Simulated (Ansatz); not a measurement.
This script makes an atomisation energy of CH7NSi, SMILES C[SiH2]N with Ansatz 0.2.0, Python API.

`tae.py`
```python
# -*- coding: utf-8 -*-
"""Energy to split CH7NSi into its atoms."""

from collections import Counter

import ansatz
from ase import Atoms


def single_point(molecule, charge=0, unpaired=0):
    calc = molecule.calculation().basis(gaussian="pcseg-2").functional("PBE")
    if charge:
        calc = calc.charge(charge)
    if unpaired:
        calc = calc.spin("collinear", total=unpaired)
    return calc.run(threads=1, backend="cpu").report["free_energy_ev"]

atoms = Atoms(["C", "Si", "N", "H", "H", "H", "H", "H", "H", "H"], positions=[
    (-1.0274, 0.4802, -0.4681),
    (0.1938, -0.7533, -0.0968),
    (1.4222, -0.0883, 0.8196),
    (-1.8142, 0.1133, -1.0828),
    (-0.6459, 1.3518, -1.0628),
    (-1.5183, 0.9511, 0.4321),
    (0.8373, -1.2651, -1.3325),
    (-0.3484, -1.8332, 0.6914),
    (1.8943, 0.6995, 0.3788),
    (1.0897, 0.2929, 1.7242),
])
geometry = ansatz.Crystal.molecule_from_ase(atoms)

# Hund ground states
unpaired = {"C": 2, "Si": 2, "N": 3, "H": 1}
counts = Counter(site.symbol for site in geometry.cartesian_sites)
atom_energy = {s: single_point(ansatz.Crystal.molecule().atom(s, (0, 0, 0)), 0, unpaired[s]) for s in counts}
whole = single_point(geometry, 0, 0)
for s, e in atom_energy.items():
    print(f"{s:2s} x{counts[s]}  {e:14.5f} eV")
print(f"CH7NSi: {whole:.5f} eV")
split = sum(counts[s] * e for s, e in atom_energy.items()) - whole
print(f"atomisation energy (no zero-point term): {split:.3f} eV, {split / sum(counts.values()):.3f} eV an atom")
```

What does it cost to take this molecule apart into atoms?

35.248 eV from the electronic energies, without the zero-point term.

The output:

Running `python tae.py` prints:
```text
C  x1     -1028.48099 eV
Si x1     -7870.36082 eV
N  x1     -1483.89080 eV
H  x7       -13.60312 eV
CH7NSi: -10513.20260 eV
atomisation energy (no zero-point term): 35.248 eV, 3.525 eV an atom
```

Total energies depend on the basis set; only differences at equal settings carry meaning. The geometry is a force-field or estimated start, not a minimum of this method, and the basis set is short of its limit. All parts are taken at fixed geometry, without zero-point energy. This functional overbinds, so such energies come out a few per cent too high (LDA far more). Finished in 4.5 s on 1 thread of Arm Neoverse V2 (shared host), peak memory 0.26 GiB.

(A comment or docstring line of the script was reworded after the run, the code is as it ran; lines on the test bed's own set-up are left out of the output.)
